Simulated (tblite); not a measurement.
# C7H8GeN2: the cost of one run

Programs: tblite 0.8.0 and PySCF 2.14.0, with density-fitted response routines of our own. Each step states its level of theory. These are calculated values for one molecule in the gas phase, unless marked as measured. Atoms are numbered from 0 throughout.

## Step 1: The starting structure

18 atoms, charge 0, multiplicity 1; geometry from: force field or distance geometry start.

Bonds of the start (Å): N0–C1 1.15, C1–Ge2 1.91, Ge2–N3 1.88, N3–C4 1.43, C4–C5 1.41, C5–C6 1.40, C6–C7 1.40, C7–C8 1.39, C8–C9 1.39, C9–C4 1.41, Ge2–H10 1.54, Ge2–H11 1.55, N3–H12 1.05, C5–H13 1.08, C6–H14 1.08, C7–H15 1.09, C8–H16 1.09, C9–H17 1.08.

## Step 2: Optimising the geometry with GFN2-xTB

What the job is given:

```
{"job": {"kind": "relax", "xc": "GFN2-xTB", "basis": "xTB"}, "charge": 0, "multiplicity": 1}
N      3.353500     1.257200    -2.027400
C      3.105900     0.613300    -1.109100
Ge     2.734500    -0.460500     0.421900
N      1.037100    -1.236000     0.211000
C     -0.192900    -0.509700     0.097900
C     -1.389900    -1.209100    -0.157500
C     -2.596400    -0.520900    -0.288400
C     -2.625100     0.871800    -0.164400
C     -1.448500     1.572300     0.080000
C     -0.242500     0.894500     0.214000
H      3.794600    -1.570300     0.545100
H      2.737500     0.419900     1.696100
H      1.009900    -2.285800     0.194600
H     -1.370700    -2.288000    -0.250500
H     -3.513500    -1.064300    -0.473300
H     -3.573100     1.397000    -0.256900
H     -1.480900     2.656900     0.174500
H      0.651700     1.467800     0.407400
```

Started as:

```
> OMP_NUM_THREADS=1 python probes_run.py task.json out
```

One launch serves the whole session: the jobs run in the order shown.

**Question.** How long does this first job take on 1 thread of Intel Xeon at 2.50GHz, shared host, and how much memory does it need?

About 2.2 s, with a peak of 0.18 GiB.
